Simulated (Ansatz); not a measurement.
# NaHF2: the cost of one run

Program: Ansatz 0.2.0. Level of theory: DFT LDA, with the methods named in each step. These are calculated values, not measurements.

### 1 The starting structure

Symmetry: R-3m, No. 166, trigonal system. Conventional cell: a = 3.395 Å, b = 3.395 Å, c = 13.712 Å, α = 90.00°, β = 90.00°, γ = 120.00°. Around Na (site symmetry -3m) lie 6 F at 2.27 Å. H (site symmetry -3m) has 2 F at 1.14 Å in its first shell of neighbours. F (site symmetry 3m) has 1 H at 1.14 Å in its first shell of neighbours.

Coordinates:

```cif
data_structure
_symmetry_space_group_name_H-M 'R-3m:H'
_symmetry_Int_Tables_number 166
_cell_length_a 3.3946
_cell_length_b 3.3946
_cell_length_c 13.7125
_cell_angle_alpha 90.000
_cell_angle_beta 90.000
_cell_angle_gamma 120.000
_cell_volume 136.84
loop_
_atom_site_label
_atom_site_type_symbol
_atom_site_symmetry_multiplicity
_atom_site_Wyckoff_symbol
_atom_site_fract_x
_atom_site_fract_y
_atom_site_fract_z
_atom_site_occupancy
Na1 Na 3 a 0.00000 0.00000 0.00000 1
H1 H 3 b 0.66667 0.33333 0.83333 1
F1 F 6 c 0.66667 0.33333 0.91625 1
```

The file gives the conventional cell by its symmetry; the runs use the cell typed in the input.

Atoms are numbered in the order of the input: Na1, H2, F3, F4.

### 2 The bond as given, LAPW

The input, input.yaml:

```yaml
crystal:
  lattice:
    - [1.6972920983, 0.9799320498, 4.5708320076]
    - [-1.6972920983, 0.9799320498, 4.5708320076]
    - [0.0, -1.9598640997, 4.5708320076]
  atoms:
    - { symbol: Na, position: [0.0, 0.0, 0.0] }
    - { symbol: H, position: [0.5, 0.5, 0.5] }
    - { symbol: F, position: [0.58291882, 0.58291882, 0.58291882] }
    - { symbol: F, position: [0.41708118, 0.41708118, 0.41708118] }
kpoints:
  mp_grid: { grid: [7, 7, 7] }
scf:
  occupations: { method: fermi_dirac, width: 0.03 }
hamiltonian:
  xc: lda
  pseudopotentials: { kind: all_electron, lapw: { basis_error: 0.001 } }
output:
  forces: true
  stress: true
  eigenvalues: true
  populations: true
```

Started as:

```console
> ansatz run input.yaml --threads 1 --pin off --max-ram 3072MiB --backend cpu --events-out ev --progress --plain --runs-dir out
```

What time and memory should one allow on 1 thread of AMD EPYC 9R45 (Zen 5), shared host?

About 8.6 s, with a peak of 0.58 GiB.
